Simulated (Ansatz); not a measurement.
# H5NOSi2: the cost of one run

Program: Ansatz 0.2.0. Level of theory: RKS B3LYP-D4/def2-SVP. These are calculated values, not measurements.

**1. The structure to begin with**

Bond lengths: N1–Si2 1.716 Å, Si2–O3 1.628 Å, Si2–Si4 2.227 Å, N1–H5 1.007 Å, N1–H6 1.003 Å, O3–H7 0.955 Å, Si4–H8 1.482 Å, Si4–H9 1.487 Å. Angles: N1–Si2–O3 103.9°, N1–Si2–Si4 120.7°, O3–Si2–Si4 114.2°, Si2–N1–H5 125.5°, Si2–N1–H6 122.5°, H5–N1–H6 112.0°, Si2–O3–H7 122.9°, Si2–Si4–H8 108.5°, Si2–Si4–H9 106.0°, H8–Si4–H9 99.5°.

Coordinates:

```xyz
9

N    -0.0109    1.5588   -0.3947
Si   -0.4101    0.0217    0.2556
O    -0.0921    0.1736    1.8454
Si    0.3915   -1.8436   -0.6599
H     0.3606    2.3358    0.1276
H    -0.1478    1.7867   -1.3616
H     0.3983    0.9080    2.2087
H    -0.2620   -3.0052   -0.0122
H    -0.2275   -1.9356   -2.0089
```

**2. Relaxing end A**

input.yaml

```yaml
crystal:
  periodic: [false, false, false]
  atoms:
    - { symbol: "N", position_ang: [-0.0109, 1.55876, -0.39475] }
    - { symbol: Si, position_ang: [-0.41008, 0.02167, 0.25565] }
    - { symbol: O, position_ang: [-0.09206, 0.17357, 1.84541] }
    - { symbol: Si, position_ang: [0.39146, -1.84359, -0.65994] }
    - { symbol: H, position_ang: [0.36058, 2.33577, 0.12759] }
    - { symbol: H, position_ang: [-0.14782, 1.78672, -1.36162] }
    - { symbol: H, position_ang: [0.39829, 0.90795, 2.20873] }
    - { symbol: H, position_ang: [-0.26204, -3.00522, -0.01217] }
    - { symbol: H, position_ang: [-0.22745, -1.93563, -2.0089] }
basis:
  gaussian: { orbitals: def2-SVP }
hamiltonian:
  xc: b3lyp
  dispersion: d4
relax:
  f_tol: 0.015
  max_steps: 40
```

The run is started by

```bash
ansatz run input.yaml --threads 1 --pin off --max-ram 2048MiB --backend cpu --events-out ev --progress --plain --runs-dir out
```

**Question.** How long does this run take on 1 thread of Intel Xeon 6975P-C (Granite Rapids), shared host, and how much memory does it need?

About 27 s, with a peak of 0.18 GiB.
